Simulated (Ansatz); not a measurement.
# C₂H₆FIn: basis-set convergence

One table from this session's results is given with a row withheld; the runs are named, their logs left out.

Computed with Ansatz 0.2.0, Gaussian basis. Level: one geometry, several basis sets.

The runs, in order: PBE0-D4/def2-SVP; ωB97M-V/def2-SVP; PBE0-D4/def2-QZVPP; ωB97M-V/def2-QZVPP; the functionals' def2-TZVPP values are taken from earlier runs.

## The geometry

The geometry comes from an earlier relaxation with PBE0-D4 in a triple-zeta def2 set; it is a stationary point, not always the lowest conformer. In takes the def2 core potential; no spin-orbit term is included.

SMILES `C[CH](F)[InH2]`, 10 atoms, charge 0, spin multiplicity 1.

Atoms are counted from 1 here; the program's logs count them from 0.

Bond lengths: C1–C2 1.503 Å, C1–H5 1.095 Å, C1–H6 1.092 Å, C1–H7 1.094 Å, C2–F3 1.414 Å, C2–In4 2.197 Å, C2–H8 1.093 Å, In4–H9 1.729 Å, In4–H10 1.726 Å. Angles: C2–C1–H5 111.0°, C2–C1–H6 111.9°, C2–C1–H7 109.7°, H5–C1–H6 108.3°, H5–C1–H7 107.9°, H6–C1–H7 107.9°, C1–C2–F3 108.7°, C1–C2–In4 116.7°, C1–C2–H8 110.5°, F3–C2–In4 102.3°, F3–C2–H8 105.8°, In4–C2–H8 111.9°, C2–In4–H9 117.1°, C2–In4–H10 121.1°, H9–In4–H10 121.7°.

The first run:

in.yaml reads:

```yaml
crystal:
  periodic: [false, false, false]
  atoms:
    - {symbol: C, position_ang: [-0.140796, 1.253638, -0.575250]}
    - {symbol: C, position_ang: [0.633823, 0.180049, 0.137184]}
    - {symbol: F, position_ang: [0.870156, 0.597098, 1.467831]}
    - {symbol: In, position_ang: [-0.385225, -1.745452, 0.423841]}
    - {symbol: H, position_ang: [0.391282, 2.210492, -0.541480]}
    - {symbol: H, position_ang: [-1.131872, 1.397581, -0.139098]}
    - {symbol: H, position_ang: [-0.271887, 0.979252, -1.626576]}
    - {symbol: H, position_ang: [1.621216, 0.055097, -0.315772]}
    - {symbol: H, position_ang: [-2.079861, -1.696210, 0.762680]}
    - {symbol: H, position_ang: [0.493143, -3.231536, 0.406640]}
basis:
  gaussian: {orbitals: def2-SVP}
hamiltonian: {xc: pbe0, dispersion: d4}
output: {orbitals: {seedname: orbitals}}
```

Steps of the session up to this table: PBE0-D4 in def2-SVP; ωB97M-V in def2-SVP; PBE0-D4 in def2-QZVPP; ωB97M-V in def2-QZVPP.

One table of the session follows, with a row left open; its other results are not shown here.

It belongs to the step «Density functionals: the series». 

```
functional       basis  HOMO (eV)  LUMO (eV)
   PBE0-D4    def2-SVP      -6.97      -1.73
   PBE0-D4  def2-TZVPP      -7.04      -1.79
   PBE0-D4  def2-QZVPP      -7.06      -1.81
   ωB97M-V    def2-SVP          ?          ?
   ωB97M-V  def2-TZVPP      -9.22      -0.33
   ωB97M-V  def2-QZVPP      -9.24      -0.37
```

Q: Estimate the row for ωB97M-V, def2-SVP from the others.

**Answer.** HOMO (eV): -9.12; LUMO (eV): -0.15. In the column «HOMO (eV)» it lies between ωB97M-V, def2-TZVPP (-9.22) and PBE0-D4, def2-QZVPP (-7.06).
